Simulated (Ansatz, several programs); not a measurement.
LiGeN (P6_3mc) from a database of computed structures, relaxed with PBE in Ansatz (plane waves, PAW): the symmetry is P6_3mc (No. 186, hexagonal); conventional cell a = 3.015 Å, c = 9.430 Å, 12.38 Å³ an atom. Around Li lie 3 N at 2.17 Å; around Ge lie 3 N at 2.01 Å; around N lie 3 Ge at 2.01 Å and 3 Li at 2.17 Å. The cell was then scaled with its shape and fractional coordinates held, which makes it stiffer than a relaxed compression. The values are computed, spin-unpolarised, and not measurements.

| V (Å³/atom) | E (meV/atom) |
| --- | --- |
| 11.633 | 15.13 |
| 12.004 | 3.61 |
| 12.376 | 0.00 |
| 13.118 | 11.94 |

Q: Pass a cubic E = c₀ + c₁u + c₂u² + c₃u³, with u = V − 12.283 Å³, through these points.

A: c₀ = 0.22, c₁ = -4.717, c₂ = 25.592, c₃ = -3.7539 (meV and Å³).

Q: Where is the minimum, and what bulk modulus follows?

A: dE/du = 0 at u = +0.094, so V₀ = 12.38 Å³. B = V₀ d²E/dV² = 12.38 × (2c₂ + 6c₃u) = 12.38 × 49.065 = 607 meV/Å³, and 1 meV/Å³ is 0.16022 GPa: 97 GPa. A third-order Birch-Murnaghan fit to all five points gives 12.38 Å³ and 96 GPa.

Q: Predict the energy and the pressure at the withheld volume, 12.747 Å³.

A: With u = +0.464: E ≈ 3.17 meV and P = −dE/dV ≈ -2.66 GPa. The run gives 3.11 meV and, from its stress, -2.64 GPa.
